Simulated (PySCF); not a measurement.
# Cl4In ([InCl4]-): the cost of one run

Programs: PySCF 2.14.0, with routines of our own; each step states its level. All values are computed. Atoms count from 0.

3 further runs of the same task are left out: 3 for a basis unfit for spin-orbit shieldings.

## Step 1: The system as given

5 atoms, charge -1, multiplicity 1; geometry from: GFN2-xTB.

## Step 2: NMR shieldings: PBE/x2c-SVPall-2c, spin-free

What the job is given:

```
{"job": {"xc": "PBE", "basis": "x2c-SVPall-2c", "rel": "sf", "kind": "hnmr"}, "charge": -1, "multiplicity": 1}
In     0.000660     0.000420    -0.001430
Cl     0.010660    -0.016390     2.357160
Cl     2.219230     0.010760    -0.794980
Cl    -1.120020     1.928860    -0.766850
Cl    -1.110530    -1.923660    -0.793890
```

With the program's defaults for keys left out, this is: PBE/x2c-SVPall-2c GIAO NMR shielding, spin-free X2C, Gaussian nuclei, gas phase.

On the command line:

```console
> OMP_NUM_THREADS=1 python heavy_run.py task.json out
```

The driver reads the jobs from task.json and runs them one after another.

Q: Estimate the wall time and peak memory of this first job on 1 thread of Intel Xeon Platinum 8488C, shared host.

About 16 s, with a peak of 0.58 GiB.
